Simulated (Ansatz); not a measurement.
**LaS: relaxed, then solved by several methods**

What cell, bands and charges does LaS have, and do the methods agree? Methods of the runs shown: PAW and LAPW. Its runs: cell and atoms relaxed (PAW); the reference run (LAPW and PAW).

Computed with Ansatz 0.2.0 (DFT PBEsol, with the methods named in each step, unless a step's input says otherwise).

## 1. The structure to begin with

It takes space group Fm-3m (No. 225, cubic). The conventional cell has a = 5.854 Å, b = 5.854 Å, c = 5.854 Å, α = 90.00°, β = 90.00°, γ = 90.00°. La (site symmetry m-3m) has 6 S at 2.93 Å in its first shell of neighbours. Around S (site symmetry m-3m) lie 6 La at 2.93 Å.

As a file:

```
CELL_PARAMETERS angstrom
0.00000 2.92700 2.92700
2.92700 0.00000 2.92700
2.92700 2.92700 0.00000
ATOMIC_POSITIONS crystal
La 0.00000 0.00000 0.00000
S 0.50000 0.50000 0.50000
```

Atoms are numbered in the order of the input: La1, S2.

## 2. Cell and atoms relaxed, PAW

input.yaml reads:

```yaml
crystal:
  lattice:
    - [0.0, 2.927, 2.927]
    - [2.927, 0.0, 2.927]
    - [2.927, 2.927, 0.0]
  atoms:
    - { symbol: La, position: [0.0, 0.0, 0.0] }
    - { symbol: S, position: [0.5, 0.5, 0.5] }
kpoints:
  mp_grid: { grid: [9, 9, 9] }
scf:
  occupations: { method: fermi_dirac, width: 0.02 }
hamiltonian:
  xc: pbesol
  pseudopotentials: { kind: paw }
output:
  forces: true
  stress: true
  write_density: true
  write_potential: true
  elf: true
  volumetric_format: npy
relax:
  f_tol: 0.005
  max_steps: 50
  cell: {}
```

Started as:

```bash
ansatz run input.yaml --threads 1 --pin off --max-ram 2048MiB --backend cpu --events-out ev --progress --plain --runs-dir out
```

After this run come: The relaxed cell, LAPW; The relaxed cell, PAW.

Q: Predict the outcome of this session. Wanted: volume, relaxed; gap.

As calculated:

| quantity | value |
| --- | --- |
| volume, relaxed (PAW) | 24.449 Å³/atom, Fm-3m |
| gap (LAPW) | none |

What this shows: Relaxing changes the volume by -2.5 %, to 24.45 Å³/atom. With 43 electrons in the bands of a cell, and no spin, a band must be partly filled: it is a metal at this level. PAW lies -0.03 GPa from LAPW in pressure. Spin-orbit coupling is left out, though the cell holds La; in elements this heavy it can shift bands and gaps by tenths of an eV.
